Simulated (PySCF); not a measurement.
SiSeH4, in a box:

```xyz
6
Lattice="12.0000 0.0000 0.0000 0.0000 12.0000 0.0000 0.0000 0.0000 13.0000" Properties=species:S:1:pos:R:3 pbc="T T T"
Si    6.1217    6.0112    6.0026
Se    7.2651    5.9935    7.9741
H     4.7609    6.5798    6.1685
H     6.0295    4.5860    5.6038
H     6.8463    6.7835    4.9629
H     7.2170    7.4560    8.1051
```

Base run:

- Program: PySCF 2.14.0
- Functional: MN15-L
- Potentials or basis: 6-31g* (all-electron)
- k mesh: 1 × 1 × 1
- Occupations: fixed
- Spin: no spin polarisation

Its results: gap between the frontier levels 5.86 eV.

Question: The run is repeated on the same cell with these changes: functional from MN15-L to PBE. What comes out?

Answer: Gap between the frontier levels 4.94 eV.

Caveats: this is a molecule in a periodic box at the Γ point, so its band gap is the HOMO-LUMO gap; relativity is left out, which matters for the heavier elements; the basis of atomic orbitals isn't converged, which shifts pressures, moduli and gaps.

